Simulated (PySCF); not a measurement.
**MoO₂Cl₂: structure of the singlet**

Where does singlet MoO₂Cl₂ go from a tetrahedral start, is the end point a minimum, and what are its modes, charges and moments?

Program: PySCF 2.14.0. Level of theory: B3LYP, basis Mo def2-TZVP with ECP28, O def2-TZVP, Cl def2-TZVP, scalar-relativistic core potentials, no spin–orbit coupling, density fitting. These are calculated values, not measurements.

## Step 1: The starting structure

5 atoms, charge 0, spin multiplicity 1.

Bond lengths: Mo1–O2 1.780 Å, Mo1–O3 1.780 Å, Mo1–Cl4 2.370 Å, Mo1–Cl5 2.370 Å. Angles: O2–Mo1–O3 109.5°, O2–Mo1–Cl4 109.5°, O2–Mo1–Cl5 109.5°, O3–Mo1–Cl4 109.5°, O3–Mo1–Cl5 109.5°, Cl4–Mo1–Cl5 109.5°.

```xyz
5
charge 0 multiplicity 1
Mo    0.0000    0.0000    0.0000
O     0.0000    1.4534   -1.0276
O     0.0000   -1.4534   -1.0276
Cl    1.9352    0.0000    1.3682
Cl   -1.9352    0.0000    1.3682
```

## Step 2: The SCF at the typed geometry

One driver script runs all steps and calls PySCF; scf.py shows how it sets up the SCF of each step. The optimiser is the driver's own. After this first run the driver tries any further starts and a stability analysis.

Input file scf.py:

```python
from pyscf import gto, scf, dft
mol = gto.M(atom='''
Mo     0.000000     0.000000     0.000000
O      0.000000     1.453400    -1.027600
O     -0.000000    -1.453400    -1.027600
Cl     1.935200     0.000000     1.368200
Cl    -1.935200     0.000000     1.368200''',
    basis={'Mo': 'def2-TZVP', 'O': 'def2-TZVP', 'Cl': 'def2-TZVP'},
    ecp={'Mo': 'def2-TZVP'},
    charge=0, spin=0)
mf = dft.RKS(mol, xc='B3LYP')
mf.grids.atom_grid = (50, 194)
aux = {'Mo': 'def2-universal-JKFIT', 'O': 'def2-universal-JKFIT', 'Cl': 'def2-universal-JKFIT'}
mf = mf.density_fit(auxbasis=aux)
mf.conv_tol = 1e-08
mf.diis_space = 10
mf.max_cycle = 60
mf.init_guess = 'minao'
mf.verbose = 4
mf.kernel()
```

The run is started by

```bash
OMP_NUM_THREADS=4 python axn.py task.json out
```

The program printed:

```text
init E= -1132.65480129281
  HOMO = -0.54348928833693  LUMO = -0.390054678529228  gap/eV = 4.17517
cycle= 1 E= -1138.85074798965  delta_E= -6.2  |g|= 1.63  |ddm|= 3.92
  HOMO = -0.121602258560594  LUMO = -0.104319307034853  gap/eV = 0.47029
cycle= 2 E= -1127.31529699196  delta_E= 11.5  |g|= 6.58  |ddm|= 5.31
  HOMO = -0.29172215576617  LUMO = -0.139431324438063  gap/eV = 4.14404
cycle= 3 E= -1139.32637058053  delta_E=  -12  |g|= 0.521  |ddm|= 4.99
  HOMO = -0.369743424595281  LUMO = -0.215432397826318  gap/eV = 4.19902
cycle= 4 E= -1139.36233699001  delta_E= -0.036  |g|= 0.254  |ddm|= 0.503
  HOMO = -0.345872633943331  LUMO = -0.183855963481467  gap/eV = 4.40870
cycle= 5 E= -1139.37201175937  delta_E= -0.00967  |g|= 0.127  |ddm|= 0.167
  HOMO = -0.351739226259299  LUMO = -0.187168046851596  gap/eV = 4.47821
cycle= 6 E= -1139.37448350115  delta_E= -0.00247  |g|= 0.0824  |ddm|= 0.0652
  HOMO = -0.353031943486135  LUMO = -0.185787480230555  gap/eV = 4.55095
cycle= 7 E= -1139.37542321183  delta_E= -0.00094  |g|= 0.0419  |ddm|= 0.0189
  HOMO = -0.354612565184853  LUMO = -0.185713016342257  gap/eV = 4.59599
cycle= 8 E= -1139.37573438984  delta_E= -0.000311  |g|= 0.00627  |ddm|= 0.0171
  HOMO = -0.35447751046257  LUMO = -0.185404296482527  gap/eV = 4.60072
cycle= 9 E= -1139.37574242346  delta_E= -8.03e-06  |g|= 0.000854  |ddm|= 0.00407
  HOMO = -0.354453440957703  LUMO = -0.18542615924223  gap/eV = 4.59947
cycle= 10 E= -1139.37574255944  delta_E= -1.36e-07  |g|= 0.000176  |ddm|= 0.000478
  HOMO = -0.354449931673357  LUMO = -0.185424666438938  gap/eV = 4.59941
cycle= 11 E= -1139.37574256521  delta_E= -5.77e-09  |g|= 9.44e-05  |ddm|= 0.000145
  HOMO = -0.354439641908193  LUMO = -0.185437380771747  gap/eV = 4.59879
Extra cycle  E= -1139.37574253021  delta_E= 3.5e-08  |g|= 0.000449  |ddm|= 0.000218
converged SCF energy = -1139.37574253021
```

This step, with its further starts and checks, took 31 s on 4 threads of Arm Neoverse V2, shared host.

Energies from each starting density:

| start | energy (Eh) |
| --- | --- |
| the minimal-basis guess | -1139.375743 |
| a thermally smeared density | -1139.375743 |
| a smeared PBE density | -1139.375743 |

The test of internal stability and the other starts found no lower closed-shell solution.

## Step 3: Tetrahedral start, singlet: relaxation

The program finds C2v symmetry in the start, which this walk keeps. The walk stops when the largest gradient is under 0.0003 Eh/bohr and the energy has settled too.

scf.py: that of step 2 with these lines changed.

```diff
@@ -3,5 +3,5 @@
-Mo     0.000000     0.000000     0.000000
-O      0.000000     1.453400    -1.027600
-O     -0.000000    -1.453400    -1.027600
-Cl     1.935200     0.000000     1.368200
-Cl    -1.935200     0.000000     1.368200''',
+Mo     0.000000     0.000000    -0.314343
+O      0.000000     1.453400    -1.341943
+O      0.000000    -1.453400    -1.341943
+Cl     1.935200     0.000000     1.053857
+Cl    -1.935200     0.000000     1.053857''',
@@ -18 +17,0 @@
-mf.init_guess = 'minao'
```

The optimiser's trace:

| step | energy (Eh) | change (kJ/mol) | largest symmetric gradient (Eh/bohr) |
| --- | --- | --- | --- |
| 0 | -1139.375743 | 0.00 | 0.07791 |
| 1 | -1139.401916 | -68.72 | 0.04460 |
| 2 | -1139.403739 | -73.50 | 0.00478 |
| 3 | -1139.403823 | -73.72 | 0.00035 |
| 4 | -1139.403824 | -73.73 | 0.00010 |

The walk took 21 s.

End point (C2v, 4 steps, 73.7 kJ/mol gained): Mo–Cl 2.262 Å (×2), Mo–O 1.677 Å (×2); Cl–Mo–Cl 111.5°, Cl–Mo–O 109.6° (×4), O–Mo–O 107.0°.

## Step 4: Hessian and properties

On the finer grid the gradient is checked again; gradients at displacements of ±0.02 bohr then give force constants and infrared intensities.

scf.py: that of step 3 with these lines changed.

```diff
@@ -3,5 +3,5 @@
-Mo     0.000000     0.000000    -0.314343
-O      0.000000     1.453400    -1.341943
-O      0.000000    -1.453400    -1.341943
-Cl     1.935200     0.000000     1.053857
-Cl    -1.935200     0.000000     1.053857''',
+Mo     0.000000     0.000000    -0.285493
+O      0.000000     1.347986    -1.283135
+O      0.000000    -1.347986    -1.283135
+Cl     1.869544    -0.000000     0.986801
+Cl    -1.869544    -0.000000     0.986801''',
@@ -12 +12 @@
-mf.grids.atom_grid = (50, 194)
+mf.grids.atom_grid = (75, 302)
@@ -15 +15 @@
-mf.conv_tol = 1e-08
+mf.conv_tol = 1e-10
```

The driver hands on the density of the step before, so the log starts near convergence.

Log of the central SCF (cycles and frontier levels):

```text
init E= -1139.4041287599
  HOMO = -0.355944075539103  LUMO = -0.152668159570409  gap/eV = 5.53142
cycle= 1 E= -1139.40412875981  delta_E= 9.05e-11  |g|= 2.27e-05  |ddm|= 1.33e-05
  HOMO = -0.355944757704486  LUMO = -0.152668585932818  gap/eV = 5.53143
cycle= 2 E= -1139.40412875845  delta_E= 1.36e-09  |g|= 8.71e-05  |ddm|= 5.03e-05
  HOMO = -0.355944402688329  LUMO = -0.152668435911575  gap/eV = 5.53142
cycle= 3 E= -1139.40412875991  delta_E= -1.46e-09  |g|= 2.1e-06  |ddm|= 3.98e-05
  HOMO = -0.355944275026358  LUMO = -0.152668298092127  gap/eV = 5.53142
cycle= 4 E= -1139.40412875991  delta_E= 2.27e-13  |g|= 1.16e-07  |ddm|= 1.56e-06
  HOMO = -0.35594426298012  LUMO = -0.152668314055625  gap/eV = 5.53142
Extra cycle  E= -1139.40412875991  delta_E= -3.41e-12  |g|= 4.35e-07  |ddm|= 2.33e-07
converged SCF energy = -1139.40412875991
```

The whole step took 99 s.

Geometry: C2v; Mo–Cl 2.261 Å (×2), Mo–O 1.677 Å (×2); Cl–Mo–Cl 111.5°, Cl–Mo–O 109.6° (×4), O–Mo–O 107.0°.

Harmonic modes (main isotopes):

```tsv
symmetry	ω (cm⁻¹)	IR (km/mol)	μ (u)
a1	120	0.4	36.58
b2	182	3.4	26.31
a2	212	0.0	17.86
b1	244	3.7	20.02
a1	346	2.1	19.39
a1	436	29.3	31.42
b1	450	112	45.52
b2	1021	170	18.90
a1	1051	112	17.64
```

μ is the mass of the mode for normalised Cartesian displacements, not the reduced mass of the usual diatomic formula.

All wavenumbers are real: a minimum.

Constants and moments:

| Property | Result |
| --- | --- |
| Dipole moment | 1.28 D |
| Highest occupied level | -9.69 eV |
| Lowest empty level | -4.15 eV |
| Rotational constants | 0.09021, 0.05571, 0.04517 cm⁻¹ |
| Zero-point energy | 24.3 kJ/mol |
| Principal polarisabilities | 56.7, 66.5, 79.1 bohr³ |
| Atomisation energy without zero-point energy | 1980 kJ/mol |
| Principal traceless quadrupole moments about the centre of mass | -2.06, -1.10, 3.15 D Å |
| Entropy at 298.15 K and 1 bar | 338.8 J/(mol K) |
| Heat capacity Cp at 298.15 K | 85.2 J/(mol K) |
| Enthalpy at 298.15 K above 0 K | 18.57 kJ/mol |
| Rotational symmetry number | 2 |

Populations by atom (charges in e):

```tsv
atom	Mulliken	Löwdin	polar tensor	Mayer order to Mo1
Mo1	1.59	0.26	2.12	–
O2,3	-0.49	-0.23	-0.61	1.92
Cl4,5	-0.31	0.10	-0.45	1.00
```

Outer orbital energies (eV). occupied: -12.04, -11.44, -10.65, -10.19, -10.16, -9.77, -9.75, -9.69; empty: -4.15, -3.50, -3.06, -1.72.

Mulliken populations on Mo1 (outside its core potential): s 2.21, p 6.34, d 3.78, f 0.08.

## Step 5: Would spin polarisation lower it?

At the lowest minimum the closed shell is tested against spin polarisation, on the (50, 194) grid. It is stable.

## Step 6: What came out

| quantity | value |
| --- | --- |
| minimum | singlet, C2v |
| geometry | Mo–Cl 2.261 Å (×2), Mo–O 1.677 Å (×2); Cl–Mo–Cl 111.5°, Cl–Mo–O 109.6° (×4), O–Mo–O 107.0° |
| wavenumbers (cm⁻¹) | 120 (a1), 182 (b2), 212 (a2), 244 (b1), 346 (a1), 436 (a1), 450 (b1), 1021 (b2), 1051 (a1) |
| dipole moment | 1.28 D |
| highest occupied, lowest empty level | -9.69, -4.15 eV |
| polar-tensor charge of Mo1 | +2.12 e |
| zero-point energy | 24.3 kJ/mol |
| entropy at 298.15 K | 338.8 J/(mol K) |
| atomisation energy (no zero-point energy) | 1980 kJ/mol |

The tetrahedral start keeps its C2v symmetry and ends in a minimum. In the infrared the band at 1021 cm⁻¹ (b2, stretch) leads. Only this shape and spin were tried, so other structures or states may lie lower.

The search up to here took 2.7 min on 4 threads of Arm Neoverse V2, shared host.
